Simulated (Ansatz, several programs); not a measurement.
BaZrO₃, cubic perovskite, relaxed with PBE in Ansatz (plane waves, PAW): the symmetry is Pm-3m (No. 221, cubic); a = 4.227 Å in the conventional setting, 15.11 Å³ an atom. Ba has 12 O at 2.99 Å; Zr has 6 O at 2.11 Å; O has 2 Zr at 2.11 Å and 4 Ba at 2.99 Å. The cell was then scaled with its shape and fractional coordinates held. The values are computed, spin-unpolarised, and not measurements.

```csv
V (Å³/atom),E (meV/atom)
14.201,28.34
14.655,6.73
15.108,0.00
16.014,22.83
```

Problem. Pass a cubic E = c₀ + c₁u + c₂u² + c₃u³, with u = V − 14.994 Å³, through these points.

Solution. c₀ = 0.41, c₁ = -7.245, c₂ = 32.379, c₃ = -3.6547 (meV and Å³).

Problem. Where is the minimum, and what bulk modulus follows?

Solution. dE/du = 0 at u = +0.114, so V₀ = 15.11 Å³. B = V₀ d²E/dV² = 15.11 × (2c₂ + 6c₃u) = 15.11 × 62.257 = 941 meV/Å³, and 1 meV/Å³ is 0.16022 GPa: 151 GPa. A third-order Birch-Murnaghan fit to all five points gives 15.11 Å³ and 149 GPa.

Problem. Predict the energy and the pressure at the withheld volume, 15.561 Å³.

Solution. With u = +0.567: E ≈ 6.05 meV and P = −dE/dV ≈ -4.16 GPa. The run gives 5.99 meV and, from its stress, -4.14 GPa.
